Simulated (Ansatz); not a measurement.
**C2H4N2Si: a ladder of functionals and wavefunction methods**

How much do the methods differ for C2H4N2Si? The plan is to run it at one geometry with functionals of several rungs and with coupled cluster. The yardstick is the atomisation energy at the CCSD(T) limit.

Method: functionals in def2-TZVPP, the program's frozen cores in correlated methods; program: Ansatz 0.2.0, Gaussian basis.

Levels to be run: LDA (SPW92), PBE-D4, revPBE-D4, BLYP-D4, r2SCAN-D4, B97M-V, PBE0-D4, B3LYP-D4, r2SCANh-D4, r2SCAN0-D4, HSE06-D4, BHLYP-D4, CAM-B3LYP-D4, LC-ωPBE, ωB97X-V, ωB97M-V, B2PLYP, PBE-QIDH; CCSD(T)/def2-SVP; CCSD(T)/def2-TZVPP; MP2/def2-QZVPP; extrapolation to the limit; RPA on PBE.

## Step 1: Structure used throughout

The geometry comes from an earlier relaxation with PBE0-D4 in a triple-zeta def2 set; it is a stationary point, not always the lowest conformer.

SMILES `N=C[SiH]1C=N1`, 9 atoms, charge 0, spin multiplicity 1.

Atoms are counted from 1 here; the program's logs count them from 0.

Bond lengths: N1–C2 1.270 Å, N1–H6 1.022 Å, C2–Si3 1.864 Å, C2–H7 1.100 Å, Si3–C4 1.784 Å, Si3–N5 1.801 Å, Si3–H8 1.473 Å, C4–N5 1.272 Å, C4–H9 1.091 Å. Angles: C2–N1–H6 111.9°, N1–C2–Si3 118.1°, N1–C2–H7 123.3°, Si3–C2–H7 118.7°, C2–Si3–C4 121.0°, C2–Si3–N5 117.0°, C2–Si3–H8 114.3°, C4–Si3–N5 41.6°, C4–Si3–H8 123.2°, N5–Si3–H8 119.1°, Si3–C4–N5 69.9°, Si3–C4–H9 160.8°, N5–C4–H9 129.3°, Si3–N5–C4 68.5°.

## Step 2: LDA

This LDA is Slater exchange with PW92 correlation.

in.yaml reads:

```yaml
crystal:
  periodic: [false, false, false]
  atoms:
    - {symbol: N, position_ang: [-0.419679, 0.863718, 2.017996]}
    - {symbol: C, position_ang: [-0.324055, 0.847240, 0.751540]}
    - {symbol: Si, position_ang: [0.090831, -0.770567, -0.075420]}
    - {symbol: C, position_ang: [0.758254, -0.810928, -1.728998]}
    - {symbol: N, position_ang: [-0.498895, -1.003255, -1.761151]}
    - {symbol: H, position_ang: [-0.646496, 1.795697, 2.370793]}
    - {symbol: H, position_ang: [-0.470730, 1.738561, 0.123876]}
    - {symbol: H, position_ang: [0.125395, -1.927055, 0.836601]}
    - {symbol: H, position_ang: [1.473975, -0.779610, -2.552338]}
basis:
  gaussian: {orbitals: def2-TZVPP}
hamiltonian: {xc: lda}
output: {orbitals: {seedname: orbitals}}
```

Command:

```
ansatz run in.yaml --threads 2 --pin off --events-out ev --progress --plain --max-ram 4352MiB
```

After this run come: PBE-D4 (GGA); revPBE-D4 (GGA); BLYP-D4 (GGA); r2SCAN-D4 (meta-GGA); B97M-V (meta-GGA); PBE0-D4 (hybrid); B3LYP-D4 (hybrid); r2SCANh-D4 (hybrid); r2SCAN0-D4 (hybrid); HSE06-D4 (hybrid); BHLYP-D4 (hybrid); CAM-B3LYP-D4 (range-separated); LC-ωPBE (range-separated); ωB97X-V (range-separated); ωB97M-V (range-separated); B2PLYP (double hybrid); PBE-QIDH (double hybrid); CCSD(T) in def2-SVP; CCSD(T) in def2-TZVPP; MP2 in def2-QZVPP; RPA on PBE orbitals.

**Question.** What will the summary of the whole plan be? Wanted: atomisation energy, CCSD(T)/CBS; farthest beyond LDA; mean size of error, GGA; mean size of error, meta-GGA; mean size of error, hybrid; mean size of error, range-separated; mean size of error, double hybrid; gap, smallest and largest; T1 diagnostic.

As calculated:

| quantity | value |
| --- | --- |
| atomisation energy, CCSD(T)/CBS | 35.681 eV |
| functionals within 0.178 eV (0.5 %) | r2SCAN-D4, LC-ωPBE |
| farthest beyond LDA | PBE-D4 (+1.628 eV) |
| mean size of error, GGA | 0.964 eV |
| mean size of error, meta-GGA | 0.184 eV |
| mean size of error, hybrid | 0.610 eV |
| mean size of error, range-separated | 0.231 eV |
| mean size of error, double hybrid | 0.263 eV |
| gap, smallest and largest | 2.95 eV (LDA (SPW92)), 9.95 eV (LC-ωPBE) |
| T1 diagnostic | 0.0160 |
| triples share of the correlation energy | 4.8 % |

LDA overbinds by 6.219 eV (17 %). PBE-D4 is off by +1.628 eV. Double hybrids carry the basis error of their MP2 part in triple zeta, and no dispersion term here, so their miss is partly the set-up's. Taken by rung, meta-GGA functionals do best (0.184 eV on average) and GGA ones worst beyond LDA (0.964 eV). The gap between the best rungs is small, so their order is not settled. Misses under about 0.178 eV are within the doubt on the reference itself, which lacks core-valence correlation, relativity and higher excitations. Hartree-Fock recovers 65 % of the binding; the rest is correlation. CCSD(T) in def2-SVP is off by -2.543 eV, so the small basis spoils what the method gains. Orbital gaps span 3.0 to 10.0 eV; exact exchange widens them. The restricted reference is unstable towards a spin-broken one.
